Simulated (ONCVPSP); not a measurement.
# Mo: generating and testing an ONCV potential

Do these settings give a usable potential? It is generated, then checked for transferability, scattering, ghosts and hardness.

Program: ONCVPSP 4.0.1. Reference atom: PBEsol, scalar-relativistic, spherical and spin-unpolarised. All values are calculated.

## 1. The design

Typed settings, in words:

```
element                 : molybdenum (Mo, Z = 42)
type                    : optimised norm-conserving Vanderbilt (ONCV)
frozen core             : [Ar] 3d10 4s2
valence charge          : 12
reference configuration : 4p6 4d4 (charge +2)
partial waves           : s scattering state at 0.07 Ha: rc 2.20 bohr, ncon 3, nbas 7, qcut 2.4 1/bohr, 3 projectors, debl 2.7 Ha; 4p: rc 1.90 bohr, ncon 3, nbas 8, qcut 6.2 1/bohr, 2 projectors, debl 2.5 Ha; 4d: rc 2.00 bohr, ncon 4, nbas 8, qcut 8.5 1/bohr, 2 projectors, debl 3.5 Ha
local potential         : polynomial inside 1.30 bohr (lpopt 5, dvloc0 -1 Ha)
core correction         : Teter function, fcfact 3, rcfact 1.25
```

The outer shells as boxes (Hund's rule for the drawing; the calculation is spin-unpolarised):

```
[Ar] core
3d [↑↓][↑↓][↑↓][↑↓][↑↓]
4s [↑↓]
4p [↑↓][↑↓][↑↓]
4d [↑ ][↑ ][↑ ][↑ ][  ]
```

An earlier all-electron run gives the scale for the radii.

All-electron outer shells of the reference configuration (PBEsol, scalar-relativistic, ld1.x):

```tsv
shell	level (eV)	outermost node (bohr)	outermost maximum (bohr)
4p	-56.70	0.52	1.06
4d	-20.81	0.53	1.35
5s	-17.61	1.32	2.62
5p	-12.54	1.49	3.12
```

## 2. Generating the potential

The input, Mo.dat:

```
# ATOM AND REFERENCE CONFIGURATION
# atsym  z   nc   nv     iexc    psfile
  Mo 42.00    7    2  -116133      upf
#
#   n    l    f
    1    0    2.00
    2    0    2.00
    2    1    6.00
    3    0    2.00
    3    1    6.00
    3    2   10.00
    4    0    2.00
    4    1    6.00
    4    2    4.00
#
# PSEUDOPOTENTIAL AND OPTIMIZATION
# lmax
    2
#
#   l,   rc,      ep,       ncon, nbas, qcut
    0    2.20    0.07    3    7    2.40
    1    1.90    0.00    3    8    6.20
    2    2.00    0.00    4    8    8.50
#
# LOCAL POTENTIAL
# lloc, lpopt,  rc(5),   dvloc0
    4    5    1.30   -1.00
#
# VANDERBILT-KLEINMAN-BYLANDER PROJECTORs
# l, nproj, debl
    0    3    2.70
    1    2    2.50
    2    2    3.50
#
# MODEL CORE CHARGE
# icmod, fcfact, rcfact
    3    3.00    1.25
#
# LOG DERIVATIVE ANALYSIS
# epsh1, epsh2, depsh
   -4.00    5.00    0.02
#
# OUTPUT GRID
# rlmax, drl
    6.00    0.01
#
# TEST CONFIGURATIONS
# ncnf
    4
# nvcnf
#   n    l    f
    3
    4    1    6.00
    4    2    5.00
    5    0    1.00
#
    2
    4    1    6.00
    4    2    5.00
#
    2
    4    1    6.00
    4    2    3.00
#
    4
    4    1    6.00
    4    2    4.00
    5    0    1.00
    5    1    1.00
#
```

On the command line:

```
$ oncvpsp.x < Mo.dat > Mo.out
```

Before running it: what results should come out? Wanted: cutoffs for 1 and 0.1 mHa per electron, occupied waves; bound ghosts; GHOST(+) flags; largest test error; largest phase difference near zero energy, channels read; rms error of d²Exc/dn², without and with the model core; projector energies reset by the program.

**Answer**, as computed:

| quantity | value |
| --- | --- |
| cutoffs for 1 and 0.1 mHa per electron, occupied waves | 20 Ha and 25 Ha |
| bound ghosts | s at -1.93 eV |
| GHOST(+) flags | s at 44 eV, s at 218 eV (1 near or above the test basis's cutoff) |
| largest test error (AE − PS) | +1.2 meV, for 4p6 4d5 (2 tests unsolved) |
| largest phase difference near zero energy, channels read | 3.141 rad |
| rms error of d²Exc/dn², without and with the model core | 5.57 and 3.19 mHa |
| projector energies reset by the program | s: 0.050, 2.750, 5.450 Ha |

In words: A bound ghost (s) makes it unfit for use: electrons can fall into a state that the atom doesn't have. The worst unpolarised test, 4p6 4d5, is off by 1.2 meV on 15.5 eV; by total energies transferability rates as very good where solved. Atomic tests can pass in spite of a ghost, since they solve only for the levels asked. Of the tests 2 gave no usable energy difference, which is a warning in itself. It counts as of middling hardness, with 20 Ha needed at the looser tolerance. At the looser tolerance the 4d wave is the slowest; 4p needs 13 Ha. Near zero energy the largest phase difference among the channels read is 3.14 rad, in the s channel. A step near π is an extra or missing state, not a misfit of shape. The pseudo curves have a pole with no partner nearby in the atom's: s at -0.07 Ha. The program also flags highly localised states, GHOST(+) (s). These are tests on the free atom; a crystal test is still owed.
